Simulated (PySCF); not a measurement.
# SnCl: changing the method

What do other methods print for SnCl?

Computed with PySCF 2.14.0. Level: each script names its method and basis.

5 further runs of the same task are left out: 1 for a known fault of the program, 4 that didn't finish.

### Step 1. Where the work starts

SnCl: 2 atoms, charge 0, spin multiplicity 2.

Bond lengths: Sn1–Cl2 2.320 Å.

### Step 2. Base script

File input.py:

```python
from pyscf import gto, scf, tdscf

mol = gto.M(
    atom='Sn 0 0 0; Cl 0 0 2.32',
    basis='lanl2dz',
    ecp={'Sn': 'lanl2dz', 'Cl': 'lanl2dz'},
    charge=0,
    spin=1,
    verbose=4,
)
mf = scf.UHF(mol)
mf.kernel()
td = tdscf.TDHF(mf)
td.nstates = 4
td.kernel()
td.analyze(verbose=3)
mf.dip_moment()
print('orbital energies (hartree):', [e[max(0, n-3):n+3].round(4) for e, n in zip(mf.mo_energy, mol.nelec)])
```

Run with:

```console
$ OMP_NUM_THREADS=1 python input.py
```

### Step 3. MP2

Edit 1 changes step after the SCF: tddft → mp2.

Edit input.py of step 2 so:

```diff
@@ -1,2 +1,2 @@
-from pyscf import gto, scf, tdscf
+from pyscf import gto, scf, mp
 
@@ -12,6 +12,3 @@
 mf.kernel()
-td = tdscf.TDHF(mf)
-td.nstates = 4
-td.kernel()
-td.analyze(verbose=3)
+mp.MP2(mf).kernel()
 mf.dip_moment()
```

### Step 4. RHF

Edit 2 changes SCF type: UHF → RHF.

Edit input.py of step 2 so:

```diff
@@ -10,3 +10,3 @@
 )
-mf = scf.UHF(mol)
+mf = scf.RHF(mol)
 mf.kernel()
@@ -17,2 +17,2 @@
 mf.dip_moment()
-print('orbital energies (hartree):', [e[max(0, n-3):n+3].round(4) for e, n in zip(mf.mo_energy, mol.nelec)])
+print('orbital energies (hartree):', mf.mo_energy[..., max(0, mol.nelec[1]-3):mol.nelec[0]+3].round(4))
```

### Step 5. Hcth407 (UKS)

Edit 3 changes functional: none (Hartree–Fock) → hcth407; SCF type: UHF → UKS; step after the SCF: tddft → analyze.

Edit input.py of step 2 so:

```diff
@@ -1,2 +1,2 @@
-from pyscf import gto, scf, tdscf
+from pyscf import gto, dft
 
@@ -10,8 +10,5 @@
 )
-mf = scf.UHF(mol)
+mf = dft.UKS(mol, xc='hcth407')
 mf.kernel()
-td = tdscf.TDHF(mf)
-td.nstates = 4
-td.kernel()
-td.analyze(verbose=3)
+mf.mulliken_pop()
 mf.dip_moment()
```

**Question.** What will these runs give? Wanted: for each run, E(SCF); from base; gap, α spin; SCF dipole; after the SCF.

As calculated:

```
          run  E(SCF) (hartree)  from base (eV)  cycles  gap, α spin (eV)  SCF dipole (D)              after the SCF
         base        -17.990695               0      10              6.66            3.83  lowest root found 2.87 eV
          MP2        -17.990695          0.0000      10              6.66            3.83  MP2 correlation -1.383 eV
          RHF        -17.990195         +0.0136       8               n/a            3.86  lowest root found 0.02 eV
hcth407 (UKS)        -18.459322  not comparable      14              0.01            2.71                        n/a
```

**Reading.** Total energies of different functionals can't be compared with each other; differences within one functional can.
